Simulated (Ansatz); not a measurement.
**AlGeH₄ (quartet): the correlation ladder, cc-pVDZ**

An exercise on one series of results from a longer session: the logs are not shown, and one member is left open.

Computed with Ansatz 0.2.0, Gaussian basis. Level: cc-pVDZ, core rule «outside noble gas», up to 19 orbitals frozen.

To be run: UHF; CCSD(T) on ROHF; CCSD(T) on UHF; BCCD(T) on ROHF; CISD; CCSDT(Q) on ROHF; CCSDT(Q) on UHF.

18 further runs of the same task are left out: 6 that didn't finish, 12 set aside as unsound or not needed.

**The geometry**

The geometry is a PBE0/def2-TZVP stationary point (not a proven minimum) of the parent state, kept for this charge and spin. No spin-orbit coupling is included. The filled d shell of Ge may be among the frozen orbitals whatever the setting's name suggests; the logs give the count.

6 atoms, charge 0, spin multiplicity 4.

Atoms are counted from 1 here; the program's logs count them from 0.

Bond lengths: Ge1–Al2 2.663 Å, Ge1–H3 1.726 Å, Ge1–H4 1.726 Å, Al2–H3 1.762 Å, Al2–H4 1.762 Å, Al2–H5 1.582 Å, Al2–H6 1.582 Å. Angles: Al2–Ge1–H3 40.7°, Al2–Ge1–H4 40.7°, H3–Ge1–H4 81.4°, Ge1–Al2–H3 39.7°, Ge1–Al2–H4 39.7°, Ge1–Al2–H5 117.5°, Ge1–Al2–H6 117.5°, H3–Al2–H4 79.5°, H3–Al2–H5 110.8°, H3–Al2–H6 110.8°, H4–Al2–H5 110.8°, H4–Al2–H6 110.8°, H5–Al2–H6 124.9°, Ge1–H3–Al2 99.6°, Ge1–H4–Al2 99.6°.

The first run:

in.yaml reads:

```yaml
crystal:
  periodic: [false, false, false]
  atoms:
    - {symbol: Ge, position_ang: [0.000000, 0.000000, 0.784674]}
    - {symbol: Al, position_ang: [0.000000, 0.000000, -1.878421]}
    - {symbol: H, position_ang: [-1.125990, -0.000002, -0.523581]}
    - {symbol: H, position_ang: [1.125990, 0.000002, -0.523581]}
    - {symbol: H, position_ang: [0.000002, -1.402706, -2.609571]}
    - {symbol: H, position_ang: [-0.000002, 1.402706, -2.609571]}
basis:
  gaussian: {orbitals: cc-pVDZ}
magnetization: {spin_polarized: true, initial_magnetization: 3}
hamiltonian: {xc: hf}
output: {orbitals: {seedname: orbitals}}
```

Started as:

```console
ansatz run in.yaml --threads 1 --pin off --events-out ev --progress --plain --max-ram 2393MiB
```

Steps of the session up to this table: UHF; CCSD(T) on ROHF; CCSD(T) on UHF; BCCD(T) on ROHF; CISD; CCSDT(Q) on ROHF; CCSDT(Q) on UHF.

One of the session's tables, all rows but one given; the rest of the session is left out.

| method | from UCCSDT(Q) (kcal/mol) |
| --- | --- |
| ROHF | +120.50 |
| UHF | ? |
| RMP2 | +30.46 |
| UMP2 | +30.07 |
| CISD | +13.44 |
| RCCSD | +4.87 |
| UCCSD | +4.45 |
| RCCSD(T) | +1.58 |
| UCCSD(T) | +1.21 |
| BCCD(T) | +1.53 |
| RCCSDT | +0.56 |
| UCCSDT | +0.17 |
| RCCSDT(Q) | +0.40 |
| UCCSDT(Q) | 0 |

Estimate the missing values for UHF.

As computed: from UCCSDT(Q) (kcal/mol): +117.96. In the column «from UCCSDT(Q) (kcal/mol)» it lies between RMP2 (+30.46) and ROHF (+120.50).

Caveats from the session: Restricted and unrestricted rows rest on different reference determinants; where their highest levels disagree by more than a few hundredths of an eV, they describe different states and don't form one ladder.
